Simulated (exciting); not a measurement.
Here is an exciting (release sodium) calculation.

Contents of input.xml:

```xml
<input>
  <title>InSb3</title>
  <structure speciespath="./" tshift="false" cartesian="true">
    <crystal scale="10.140858362">
      <basevect>0.000000000000 0.707106781187 0.707106781187</basevect>
      <basevect>0.707106781187 0.000000000000 0.707106781187</basevect>
      <basevect>0.707106781187 0.707106781187 0.000000000000</basevect>
    </crystal>
    <species speciesfile="Sb.xml" rmt="2.3">
      <atom coord="7.170669714829 7.170669714829 7.170669714829"/>
      <atom coord="10.756004572244 10.756004572244 10.756004572244"/>
      <atom coord="3.585334857415 3.585334857415 3.585334857415"/>
    </species>
    <species speciesfile="In.xml" rmt="2.3">
      <atom coord="0.000000000000 0.000000000000 0.000000000000"/>
    </species>
  </structure>
  <groundstate do="fromscratch" ngridk="6 6 6" rgkmax="8" gmaxvr="14" lmaxapw="10" lmaxmat="10" lmaxvr="8" stype="Methfessel-Paxton 2" swidth="0.00036749" nempty="14" ValenceRelativity="iora*" epsengy="1e-05" epspot="1e-05" maxscl="60" outputlevel="normal">
    <libxc exchange="XC_GGA_X_RPBE" correlation="XC_GGA_C_PBE"/>
  </groundstate>
  <properties>
    <bandstructure>
      <plot1d>
        <path steps="80">
          <point coord="0 0 0" label="G"/>
          <point coord="0.5 0 0.5" label="X"/>
          <point coord="0.5 0.25 0.75" label="W"/>
          <point coord="0.375 0.375 0.75" label="K"/>
          <point coord="0 0 0" label="G"/>
          <point coord="0.5 0.5 0.5" label="L"/>
          <point coord="0.625 0.25 0.625" label="U"/>
          <point coord="0.5 0.25 0.75" label="W"/>
          <point coord="0.5 0.5 0.5" label="L"/>
          <point coord="0.375 0.375 0.75" label="K" breakafter="true"/>
          <point coord="0.625 0.25 0.625" label="U"/>
          <point coord="0.5 0 0.5" label="X"/>
        </path>
      </plot1d>
    </bandstructure>
  </properties>
</input>
```

Potentials or basis: all-electron LAPW+lo, shipped species files, valence relativity iora*.

The run is started by

```sh
$ OMP_NUM_THREADS=1 exciting_smp
```

(1) Predict the band gap on the k mesh.

## Answers

(1) none (metal or under the smearing width).

Caveat: spin-orbit coupling is left out, which moves the levels of the heavy elements.
